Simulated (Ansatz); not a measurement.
# RuAu in Ansatz: the effect of target pressure

The system is RuAu.

```
Ru Au
1.0
     3.16481    0.00000    0.00000
     0.00000    3.16481    0.00000
     0.00000    0.00000    3.16481
Ru Au
1 1
Direct
  0.00000 0.00000 0.00000
  0.50000 0.50000 0.50000
```

The cell was built by a generator and needn't be a form met in nature.

Alike in all runs:

* Program: Ansatz 0.2.0
* Task: relaxation of cell and atoms
* Functional: PBEsol
* Potentials or basis: Ansatz PAW
* Cutoff: 420 eV (not typed: the program's choice for these potentials)
* k mesh: 8 × 8 × 8
* Occupations: fermi-dirac, width 0.05 eV
* Spin: no spin polarisation

Each run relaxes the cell or the atoms first.

```csv
target pressure,relaxed volume (Å³/atom)
0 GPa,15.22
2 GPa,15.09
5 GPa,14.92
10 GPa,14.65
20 GPa,?
30 GPa,13.81
```

Question: What does the run with target pressure 20 GPa give?

Answer: Relaxed volume 14.20 Å³/atom.

Worked out: In Murnaghan's law V^(-B') rises as a straight line in P. The other rows fit best with B' = 5.0, V0 = 15.22 Å³/atom and B0 = 240 GPa, which gives 14.19 Å³/atom at 20 GPa, against the run's 14.20.

Caveats: the plane-wave basis is chosen anew once the cell has moved, so the energies of steps on either side of that aren't comparable; the PAW data sets come from PBE, with cores solved anew for the run's functional, which leaves a small shift of forces and pressure.
